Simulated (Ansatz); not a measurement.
# B15As8: the cost of one run

Program: Ansatz 0.2.0. Level of theory: DFT PBE, scalar-relativistic, plane waves, PAW. These are calculated values, not measurements.

**1. Starting point**

The cell holds 23 atoms (As8B15): a = 6.753 Å, b = 6.545 Å, c = 7.131 Å, α = 89.23°, β = 90.94°, γ = 91.42°.

It is the last frame of an earlier stage of the same melt, run at 1600 K.

Coordinates:

```
As B
1.0
     6.75240   -0.08216   -0.05653
    -0.08216    6.54397    0.04556
    -0.05653    0.04556    7.13076
As B
8 15
Direct
  0.69112 0.01753 0.70326
  0.35174 0.77533 0.40265
  0.70111 0.20094 0.03624
  0.83026 0.88488 0.37038
  0.09072 0.15055 0.73677
  0.09465 0.11901 0.37828
  0.40252 0.19429 0.52511
  0.66215 0.53945 0.50783
  0.54746 0.74538 0.83964
  0.56138 0.57341 0.21329
  0.68515 0.71610 0.04576
  0.81652 0.51959 0.12504
  0.12897 0.83552 0.94873
  0.99340 0.45841 0.74947
  0.76307 0.55496 0.86487
  0.41949 0.70162 0.01337
  0.00177 0.61865 0.95563
  0.31678 0.55496 0.16455
  0.18285 0.62701 0.62205
  0.89373 0.93657 0.03945
  0.28026 0.65740 0.82580
  0.99382 0.58580 0.46013
  0.04177 0.46367 0.23561
```

**2. Stage at 300 K**

One k point, a Fermi-Dirac width of 0.050 eV and a fixed cell.

input.yaml

```yaml
crystal:
  lattice:
    - [6.752397, -0.082159, -0.056534]
    - [-0.082159, 6.543973, 0.045556]
    - [-0.056534, 0.045556, 7.130764]
  atoms:
    - { symbol: As, position: [0.6911202947, 0.0175285634, 0.7032608036] }
    - { symbol: As, position: [0.3517437759, 0.7753250666, 0.4026527308] }
    - { symbol: As, position: [0.7011119533, 0.200944575, 0.0362406923] }
    - { symbol: As, position: [0.8302567099, 0.8848836906, 0.3703782911] }
    - { symbol: As, position: [0.090718012, 0.1505537771, 0.7367690337] }
    - { symbol: As, position: [0.0946486583, 0.1190057288, 0.3782761619] }
    - { symbol: As, position: [0.4025228861, 0.1942929645, 0.5251139952] }
    - { symbol: As, position: [0.6621506628, 0.5394502788, 0.5078263472] }
    - { symbol: B, position: [0.547463076, 0.74538251, 0.8396434286] }
    - { symbol: B, position: [0.5613794478, 0.57341498, 0.2132866074] }
    - { symbol: B, position: [0.6851506245, 0.7160955118, 0.0457595345] }
    - { symbol: B, position: [0.8165160006, 0.5195929069, 0.1250355814] }
    - { symbol: B, position: [0.1289708843, 0.835521829, 0.9487290628] }
    - { symbol: B, position: [0.9934040697, 0.4584068465, 0.7494698493] }
    - { symbol: B, position: [0.7630727663, 0.5549632903, 0.8648656519] }
    - { symbol: B, position: [0.4194890385, 0.7016163974, 0.0133731364] }
    - { symbol: B, position: [0.0017733427, 0.6186523079, 0.9556278922] }
    - { symbol: B, position: [0.3167787957, 0.55495565, 0.1645459816] }
    - { symbol: B, position: [0.1828481587, 0.6270059174, 0.6220546696] }
    - { symbol: B, position: [0.893732855, 0.9365710696, 0.0394529704] }
    - { symbol: B, position: [0.2802561298, 0.6574033549, 0.8258023548] }
    - { symbol: B, position: [0.993823312, 0.5858002921, 0.4601344932] }
    - { symbol: B, position: [0.0417743283, 0.4636731562, 0.2356101697] }
  symmetry: { detect: false }
basis:
  ecutwfc: 420
  xc_grid: 1
kpoints:
  mp_grid: { grid: [1, 1, 1], shift: [0.25, 0.25, 0.25] }
hamiltonian:
  xc: pbe
scf:
  occupations: { method: fermi_dirac, width: 0.05 }
  lower_state_search: "off"
  convergence: { dr2_threshold: 1.0e-05 }
output:
  forces: true
  stress: true
md:
  timestep: 1.5
  n_steps: 220
  ensemble: nvt_langevin
  friction: 0.03
  temperature: 300.0
  initial_velocities: maxwell_boltzmann
  seed: 93943
```

The run is started by

```
$ ansatz run input.yaml --threads 2 --pin off --max-ram 5120MiB --backend cpu --events-out ev --progress --plain --runs-dir out
```

**Question.** How long does this run take on 2 threads of Arm Neoverse V2, shared host, and how much memory does it need?

About 4.8 min, with a peak of 0.51 GiB.
